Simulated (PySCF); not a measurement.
# PbSe+: bond curves at several levels of theory

An exercise on one series of results from a longer session: the logs are not shown, and one member is left open.

Computed with PySCF 2.14.0. Level: Pb def2-SVP with ECP60, Se def2-SVP, scalar-relativistic core potentials.

The first run:

A driver script around PySCF takes these settings:

* atoms: Pb, Se
* charge: 1
* basis: Pb def2-SVP with ECP60, Se def2-SVP
* Hamiltonian: scalar-relativistic core potentials
* basis functions: 58
* electrons treated: 55
* masses in u: 207.9766, 79.9165
* levels: PBE0, PBE, r²SCAN, M06-2X, BP86, PW91, ωB97X, HF, MP2, SCS-MP2, CCSD, CCSD(T)
* grid: 80 radial by 434 angular points
* occupations: held fixed by the projection of orbital angular momentum
* dissociation limit: Pb+ + Se, each in its ground configuration
* starting distance in angstrom: 2.610
* values of 2S to try: 1, 3

On the command line:

```bash
$ OMP_NUM_THREADS=1 python dia.py task.json out
```

Steps of the session up to this table: Input; PBE0 along the bond; Other states along the same grid; PBE; r²SCAN (meta-GGA); M06-2X; BP86; PW91 (GGA); ωB97X (range-separated hybrid); UHF (mean field); MP2 and coupled cluster.

One of the session's tables, all rows but one given; the rest of the session is left out.

It belongs to the step «Constants by level of theory». Differences from CCSD(T) in the same basis:

```
      level  Re (mÅ)  ωe (%)
        UHF      -26    +6.0
    UHF-MP2      -26    +5.6
UHF-SCS-MP2      -18    +4.5
   UHF-CCSD      -12    +2.9
        PBE        0    -0.8
       PW91       -2    -0.6
       BP86       +1    -1.0
     r²SCAN      -21    +2.7
       PBE0      -30    +4.6
     M06-2X        ?       ?
      ωB97X      -52    +9.3
```

Q: Estimate the row for M06-2X from the others.

As computed: Re (mÅ): -23; ωe (%): +5.2. In the column «Re (mÅ)» it lies between UHF-MP2 (-26) and r²SCAN (-21).
